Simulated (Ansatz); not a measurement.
# BH8PSiSn: the cost of one run

The runs use Ansatz 0.2.0, Gaussian basis; the settings change from run to run.

### Step 1. The molecule

The geometry comes from an earlier relaxation with PBE0-D4 in a triple-zeta def2 set; it is a stationary point, not always the lowest conformer. Sn takes a core potential in def2 sets; no spin-orbit term is included.

SMILES `B[P]([SiH3])[SnH3]`, 12 atoms, charge 0, spin multiplicity 1.

Atoms are counted from 1 here; the program's logs count them from 0.

Bond lengths: B1–P2 1.850 Å, B1–H5 1.195 Å, B1–H6 1.195 Å, P2–Si3 2.233 Å, P2–Sn4 2.484 Å, Si3–H7 1.486 Å, Si3–H8 1.487 Å, Si3–H9 1.485 Å, Sn4–H10 1.707 Å, Sn4–H11 1.706 Å, Sn4–H12 1.702 Å. Angles: P2–B1–H5 119.7°, P2–B1–H6 119.6°, H5–B1–H6 120.4°, B1–P2–Si3 105.2°, B1–P2–Sn4 105.4°, Si3–P2–Sn4 108.2°, P2–Si3–H7 109.2°, P2–Si3–H8 112.6°, P2–Si3–H9 107.2°, H7–Si3–H8 108.2°, H7–Si3–H9 109.9°, H8–Si3–H9 109.8°, P2–Sn4–H10 110.5°, P2–Sn4–H11 108.8°, P2–Sn4–H12 106.7°, H10–Sn4–H11 109.3°, H10–Sn4–H12 110.8°, H11–Sn4–H12 110.7°.

### Step 2. B97/def2-mTZVPP

Set apart from the defaults: multiplicity 3, coordinates scaled by 1.05, high accuracy.

in.yaml reads:

```yaml
crystal:
  periodic: [false, false, false]
  atoms:
    - {symbol: B, position_ang: [-1.882951, 0.929803, 0.133815]}
    - {symbol: P, position_ang: [-0.641312, -0.318095, -0.688614]}
    - {symbol: Si, position_ang: [-0.117272, -1.862300, 0.996661]}
    - {symbol: Sn, position_ang: [1.500098, 1.077021, -1.206956]}
    - {symbol: H, position_ang: [-1.943632, 2.111879, -0.282597]}
    - {symbol: H, position_ang: [-2.700338, 0.515357, 0.990993]}
    - {symbol: H, position_ang: [0.728477, -3.021886, 0.384581]}
    - {symbol: H, position_ang: [0.702573, -1.222783, 2.160913]}
    - {symbol: H, position_ang: [-1.464831, -2.421635, 1.545716]}
    - {symbol: H, position_ang: [2.399053, 1.430426, 0.302616]}
    - {symbol: H, position_ang: [2.548901, 0.136171, -2.312482]}
    - {symbol: H, position_ang: [0.952084, 2.588185, -1.988945]}
basis:
  gaussian: {orbitals: def2-mTZVPP}
magnetization: {spin_polarized: true, initial_magnetization: 2}
hamiltonian: {xc: {name: B97}}
accuracy: high
output: {forces: true}
```

The run is started by

```
> ansatz run in.yaml --threads 4 --pin off --events-out ev --progress --plain --max-ram 10444MiB
```

**Question.** How long does this run take on 4 threads of Intel Xeon 6975P-C, shared host, and how much memory does it need?

About 41 s, with a peak of 1.7 GiB.
